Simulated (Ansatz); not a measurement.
# AlZn radical: geometry and frequencies at several levels, part 2 of 2

Aim: geometry and frequencies at several levels, for AlZn radical, with the cost of each level. Spin multiplicity 2.

Ansatz 0.2.0, Gaussian bases. The steps go on from the part before.

## (8) Frequencies, r2SCAN-D4/def2-TZVPP

input.yaml reads:

```yaml
crystal:
  periodic: [false, false, false]
  atoms:
    - { symbol: Al, position_ang: [0.0, 0.0, -0.05072473] }
    - { symbol: Zn, position_ang: [0.0, 0.0, 2.57857473] }
magnetization:
  spin_polarized: true
  initial_magnetization: 1
basis:
  gaussian: { orbitals: def2-TZVPP }
hamiltonian:
  xc: r2scan
  dispersion: d4
phonons: {}
```

Run with:

```
> ansatz run input.yaml --threads 2 --pin off --max-ram 5120MiB --backend cpu --events-out ev --progress --plain --runs-dir out
```

The program printed (excerpt; [...] marks lines left out):

```text
Warning: RAYON_NUM_THREADS=2 ignored (pool sized by the plan → 2); use --threads N
[...]
Functional definition: r2SCAN
[...]
768 factors; their error is unknown
[...]
mean field -55013.90191562 eV, -2021.7236056371 hartree, gradient 9.0e-6 eV, S^2 0.762252; 9 other end points of the search recorded, 0 dependent functions left out
[...]
reference -55013.90193050 eV, -2021.7236061837 hartree; 22, 21 occupied and 84, 85 virtual orbitals, 768 factors
[...]
768 factors; their error is unknown
mean field -55013.90191560 eV, -2021.7236056364 hartree, gradient 1.0e-6 eV, S^2 0.762252; 0 other end points of the search recorded, 0 dependent functions left out
[...]
reference -55013.90193048 eV, -2021.7236061829 hartree; 22, 21 occupied and 84, 85 virtual orbitals, 768 factors
[...]
768 factors; their error is unknown
[...]
reference -55013.90193048 eV, -2021.7236061829 hartree; 22, 21 occupied and 84, 85 virtual orbitals, 768 factors
[...]
768 factors; their error is unknown
mean field -55013.90186464 eV, -2021.7236037637 hartree, gradient 1.5e-6 eV, S^2 0.762262; 0 other end points of the search recorded, 0 dependent functions left out
[...]
reference -55013.90187952 eV, -2021.7236043103 hartree; 22, 21 occupied and 84, 85 virtual orbitals, 768 factors
[...]
768 factors; their error is unknown
mean field -55013.90194999 eV, -2021.7236069000 hartree, gradient 1.5e-6 eV, S^2 0.762242; 0 other end points of the search recorded, 0 dependent functions left out
[...]
reference -55013.90196486 eV, -2021.7236074464 hartree; 22, 21 occupied and 84, 85 virtual orbitals, 768 factors
Total energy: -55013.91116349 eV, -2021.7239454901 hartree
Atom 0 at     0.000000     0.000000    -0.050725 Å, force     0.000000     0.000000     0.000063 eV/Å
Atom 1 at     0.000000     0.000000     2.578575 Å, force    -0.000000     0.000000    -0.000063 eV/Å
Dipole moment:     0.000000     0.000000     0.122361 e Å
Vibrations: 194.57 cm⁻¹, zero-point energy 0.012062 eV
```

Run time: 47 s. Hardware: 2 threads of Intel Xeon at 2.50GHz (Skylake/Cascade Lake), shared host; peak memory 0.24 GiB.

Harmonic frequencies (cm⁻¹; negative: imaginary): 195.

## (9) Relaxation, B3LYP-D4/def2-TZVPP

input.yaml reads:

```yaml
crystal:
  periodic: [false, false, false]
  atoms:
    - { symbol: Al, position_ang: [0.0, 0.0, -0.09708682] }
    - { symbol: Zn, position_ang: [0.0, 0.0, 2.62493682] }
magnetization:
  spin_polarized: true
  initial_magnetization: 1
basis:
  gaussian: { orbitals: def2-TZVPP }
hamiltonian:
  xc: { name: B3LYP }
  dispersion: d4
relax:
  f_tol: 0.002
  max_steps: 150
```

Run with:

```
> ansatz run input.yaml --threads 2 --pin off --max-ram 5120MiB --backend cpu --events-out ev --progress --plain --runs-dir out
```

The program printed (excerpt; [...] marks lines left out):

```text
Warning: RAYON_NUM_THREADS=2 ignored (pool sized by the plan → 2); use --threads N
[...]
Functional definition: B3LYP
[...]
857 factors; their error is unknown
[...]
mean field -55017.33957644 eV, -2021.8499373420 hartree, gradient 6.0e-6 eV, S^2 0.754454; 6 other end points of the search recorded, 0 dependent functions left out
[...]
reference -55017.33975413 eV, -2021.8499438720 hartree; 22, 21 occupied and 84, 85 virtual orbitals, 857 factors
relax step   1: F+E_penalty+E_count = -55017.44340985 eV  Δ(F+E_penalty+E_count) = +0.000e0 eV  max|allowed force component| = 1.546e-1 eV/Å  Δτ_max = 0.0000 Å  (140 SCF iters, accepted)
[...]
relax step   3: F+E_penalty+E_count = -55017.44764873 eV  Δ(F+E_penalty+E_count) = -1.502e-3 eV  max|allowed force component| = 1.358e-2 eV/Å  Δτ_max = 0.0151 Å  (56 SCF iters, accepted)
[...]
relax step   4: F+E_penalty+E_count = -55017.44769180 eV  Δ(F+E_penalty+E_count) = -4.307e-5 eV  max|allowed force component| = 5.271e-4 eV/Å  Δτ_max = 0.0031 Å  (49 SCF iters, accepted)
857 factors; their error is unknown
[...]
mean field -55017.34006472 eV, -2021.8499552858 hartree, gradient 6.7e-6 eV, S^2 0.754510; 7 other end points of the search recorded, 0 dependent functions left out
[...]
reference -55017.34024314 eV, -2021.8499618427 hartree; 22, 21 occupied and 84, 85 virtual orbitals, 857 factors
Total energy: -55017.44787022 eV, -2021.8539170651 hartree
Atom 0 at    -0.000000    -0.000000    -0.126619 Å, force    -0.000000     0.000000    -0.000527 eV/Å
Atom 1 at     0.000000     0.000000     2.654469 Å, force    -0.000000    -0.000000     0.000527 eV/Å
Dipole moment:     0.000000     0.000000     0.105122 e Å
```

It took 41 s on 2 threads of Intel Xeon at 2.50GHz (Skylake/Cascade Lake), shared host; peak memory 0.27 GiB.

Step by step:

| step | E - E(step 1) (eV) | largest force component (eV/Å) |
| --- | --- | --- |
| 1 | 0.0000 | 0.1546 |
| 2 | -0.0027 | 0.0885 |
| 3 | -0.0042 | 0.0136 |
| 4 | -0.0043 | 0.0005 |

Step 1 is the start.

Before: Bond lengths: Al1–Zn2 2.722 Å.

After: Bond lengths: Al1–Zn2 2.781 Å.

## (10) Frequencies, B3LYP-D4/def2-TZVPP

input.yaml reads:

```yaml
crystal:
  periodic: [false, false, false]
  atoms:
    - { symbol: Al, position_ang: [0.0, 0.0, -0.1266194] }
    - { symbol: Zn, position_ang: [0.0, 0.0, 2.6544694] }
magnetization:
  spin_polarized: true
  initial_magnetization: 1
basis:
  gaussian: { orbitals: def2-TZVPP }
hamiltonian:
  xc: { name: B3LYP }
  dispersion: d4
phonons: {}
```

Run with:

```
> ansatz run input.yaml --threads 2 --pin off --max-ram 5120MiB --backend cpu --events-out ev --progress --plain --runs-dir out
```

The program printed (excerpt; [...] marks lines left out):

```text
Warning: RAYON_NUM_THREADS=2 ignored (pool sized by the plan → 2); use --threads N
[...]
Functional definition: B3LYP
[...]
857 factors; their error is unknown
[...]
mean field -55017.34006472 eV, -2021.8499552858 hartree, gradient 1.0e-5 eV, S^2 0.754510; 6 other end points of the search recorded, 0 dependent functions left out
[...]
reference -55017.34024314 eV, -2021.8499618427 hartree; 22, 21 occupied and 84, 85 virtual orbitals, 857 factors
[...]
857 factors; their error is unknown
mean field -55017.34006467 eV, -2021.8499552843 hartree, gradient 3.4e-6 eV, S^2 0.754510; 0 other end points of the search recorded, 0 dependent functions left out
[...]
reference -55017.34024310 eV, -2021.8499618412 hartree; 22, 21 occupied and 84, 85 virtual orbitals, 857 factors
[...]
857 factors; their error is unknown
[...]
reference -55017.34024310 eV, -2021.8499618412 hartree; 22, 21 occupied and 84, 85 virtual orbitals, 857 factors
[...]
857 factors; their error is unknown
mean field -55017.33997078 eV, -2021.8499518338 hartree, gradient 2.3e-6 eV, S^2 0.754512; 0 other end points of the search recorded, 0 dependent functions left out
[...]
reference -55017.34014923 eV, -2021.8499583918 hartree; 22, 21 occupied and 84, 85 virtual orbitals, 857 factors
[...]
857 factors; their error is unknown
mean field -55017.34015017 eV, -2021.8499584262 hartree, gradient 2.9e-6 eV, S^2 0.754508; 0 other end points of the search recorded, 0 dependent functions left out
[...]
reference -55017.34032856 eV, -2021.8499649820 hartree; 22, 21 occupied and 84, 85 virtual orbitals, 857 factors
Total energy: -55017.44787022 eV, -2021.8539170651 hartree
Atom 0 at     0.000000     0.000000    -0.126619 Å, force    -0.000000     0.000000    -0.000527 eV/Å
Atom 1 at     0.000000     0.000000     2.654469 Å, force     0.000000    -0.000000     0.000527 eV/Å
Dipole moment:    -0.000000     0.000000     0.105122 e Å
Vibrations: 139.97 cm⁻¹, zero-point energy 0.008677 eV
```

Wall time 41 s (2 threads of Intel Xeon at 2.50GHz (Skylake/Cascade Lake), shared host); peak memory 0.26 GiB.

Harmonic frequencies (cm⁻¹; negative: imaginary): 140.

## (11) Relaxation, B2PLYP/def2-TZVPP

input.yaml reads:

```yaml
crystal:
  periodic: [false, false, false]
  atoms:
    - { symbol: Al, position_ang: [0.0, 0.0, -0.09708682] }
    - { symbol: Zn, position_ang: [0.0, 0.0, 2.62493682] }
magnetization:
  spin_polarized: true
  initial_magnetization: 1
basis:
  gaussian: { orbitals: def2-TZVPP }
hamiltonian:
  xc: { name: B2PLYP }
correlation:
  frozen_orbitals: { Al: 5, Zn: 9 }
relax:
  f_tol: 0.002
  max_steps: 150
```

Run with:

```
> ansatz run input.yaml --threads 2 --pin off --max-ram 5120MiB --backend cpu --events-out ev --progress --plain --runs-dir out
```

The program printed (excerpt; [...] marks lines left out):

```text
Warning: RAYON_NUM_THREADS=2 ignored (pool sized by the plan → 2); use --threads N
[...]
Functional definition: B2PLYP
[...]
801 factors; integrals over basis functions are off by at most 3.5e-4 eV
[...]
mean field -54999.70371116 eV, -2021.2018312470 hartree, gradient 8.2e-6 eV, S^2 0.758764; 6 other end points of the search recorded, 0 dependent functions left out
14 core orbitals not correlated: weight in the atoms' cores, before any rotation towards them, 1.000 or more for the frozen orbitals, at most 0.000 for the correlated occupied ones
reference -54999.70382284 eV, -2021.2018353512 hartree; 8, 7 occupied and 84, 85 virtual orbitals, 801 factors
second order -17.41598767 eV of doubles, -0.00000000 eV of singles
[...]
relax step   1: F+E_penalty+E_count = -55004.40602783 eV  Δ(F+E_penalty+E_count) = +0.000e0 eV  max|allowed force component| = 3.298e-2 eV/Å  Δτ_max = 0.0000 Å  (135 SCF iters, accepted)
[...]
relax step   3: F+E_penalty+E_count = -55004.40635720 eV  Δ(F+E_penalty+E_count) = -1.899e-4 eV  max|allowed force component| = 1.175e-3 eV/Å  Δτ_max = 0.0074 Å  (67 SCF iters, accepted)
801 factors; integrals over basis functions are off by at most 3.6e-4 eV
[...]
mean field -54999.70834251 eV, -2021.2020014460 hartree, gradient 2.6e-6 eV, S^2 0.758806; 7 other end points of the search recorded, 0 dependent functions left out
14 core orbitals not correlated: weight in the atoms' cores, before any rotation towards them, 1.000 or more for the frozen orbitals, at most 0.000 for the correlated occupied ones
reference -54999.70845431 eV, -2021.2020055546 hartree; 8, 7 occupied and 84, 85 virtual orbitals, 801 factors
second order -17.40005440 eV of doubles, -0.00000000 eV of singles
[...]
Total energy: -55004.40646900 eV, -2021.3746544100 hartree
Atom 0 at     0.000000    -0.000000    -0.106879 Å, force    -0.000000     0.000000    -0.001175 eV/Å
Atom 1 at    -0.000000     0.000000     2.634729 Å, force    -0.000000    -0.000000     0.001175 eV/Å
Dipole moment:     0.000000     0.000000     0.131025 e Å
```

Run time: 64 s. Hardware: 2 threads of Intel Xeon at 2.50GHz (Skylake/Cascade Lake), shared host; peak memory 0.34 GiB.

Relaxation path:

```csv
step,E - E(step 1) (eV),largest force component (eV/Å)
1,0.0000,0.0330
2,-0.0001,0.0249
3,-0.0003,0.0012
```

Step 1 is the start.

Before: Bond lengths: Al1–Zn2 2.722 Å.

After: Bond lengths: Al1–Zn2 2.742 Å.

## (12) Geometries side by side

```
               level  Al1–Zn2 (Å)  rotational constants (MHz)  dipole (D)  highest frequency (cm⁻¹)  CPU time
  PBE0-D4/def2-TZVPP       2.7220                      3594.9        0.80                       164      83 s
   PBE-D4/def2-TZVPP       2.6958                      3665.1        0.55                       172      39 s
r2SCAN-D4/def2-TZVPP       2.6293                      3852.9        0.59                       195   1.8 min
 B3LYP-D4/def2-TZVPP       2.7811                      3443.8        0.50                       140      79 s
   B2PLYP/def2-TZVPP       2.7416                      3543.7        0.63                         -     2 min
```

Constants are for the commonest isotopes at the equilibrium geometry; times are CPU times of the relaxations.

## (13) Results

What follows sums up all 2 parts.

| quantity | value |
| --- | --- |
| Al1–Zn2 at B2PLYP/def2-TZVPP | 2.742 Å |
| frequencies at B3LYP-D4/def2-TZVPP | 140 cm⁻¹ |

The Al1–Zn2 distance spreads over 0.152 Å, from r2SCAN-D4/def2-TZVPP (shortest) to B3LYP-D4/def2-TZVPP. No mode is imaginary, so the geometry is a minimum.
